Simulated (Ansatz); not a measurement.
# TaSiRh3: the cost of one run

Method: DFT PBE, scalar-relativistic, plane waves, PAW, in Ansatz 0.2.0.

1 further run of the same task is left out (it didn't finish).

**1. The starting structure**

It takes space group Pm-3m (No. 221, cubic). Conventional cell: a = 4.389 Å, b = 4.389 Å, c = 4.389 Å, α = 90.00°, β = 90.00°, γ = 90.00°. Ta (site symmetry m-3m) is surrounded by 12 Rh at 3.10 Å. Around Si (site symmetry m-3m) lie 6 Rh at 2.19 Å. Rh (site symmetry 4/mmm) has 2 Si at 2.19 Å as nearest neighbours.

Structure file:

```
CELL_PARAMETERS angstrom
4.38914 0.00000 0.00000
0.00000 4.38914 0.00000
0.00000 0.00000 4.38914
ATOMIC_POSITIONS crystal
Ta 0.50000 0.50000 0.50000
Si 0.00000 0.00000 0.00000
Rh 0.50000 0.00000 0.00000
Rh 0.00000 0.50000 0.00000
Rh 0.00000 0.00000 0.50000
```

The cell is invented: random cell by space group and Wyckoff sites (Pm-3m, No. 221). The dimensions are guesses.

**2. The guess as it stands, on a coarse mesh**

The input, input.yaml:

```yaml
crystal:
  lattice:
    - [4.38913589, 0.0, 0.0]
    - [0.0, 4.38913589, 0.0]
    - [0.0, 0.0, 4.38913589]
  atoms:
    - { symbol: Ta, position: [0.5, 0.5, 0.5] }
    - { symbol: Si, position: [0.0, 0.0, 0.0] }
    - { symbol: Rh, position: [0.5, 0.0, 0.0] }
    - { symbol: Rh, position: [0.0, 0.5, 0.0] }
    - { symbol: Rh, position: [0.0, 0.0, 0.5] }
basis:
  ecutwfc: 420
kpoints:
  mp_grid: { grid: [4, 4, 4] }
hamiltonian:
  xc: pbe
scf:
  occupations: { method: gaussian, width: 0.1 }
  lower_state_search: "off"
output:
  forces: true
  stress: true
  eigenvalues: true
```

Command:

```console
$ ansatz run input.yaml --threads 1 --pin off --max-ram 2048MiB --backend cpu --events-out ev --progress --plain --runs-dir out
```

What time and memory should one allow on 1 thread of Intel Xeon Platinum 8223CL at 3.00GHz (Skylake/Cascade Lake), shared host?

About 1.8 s, with a peak of 0.39 GiB.
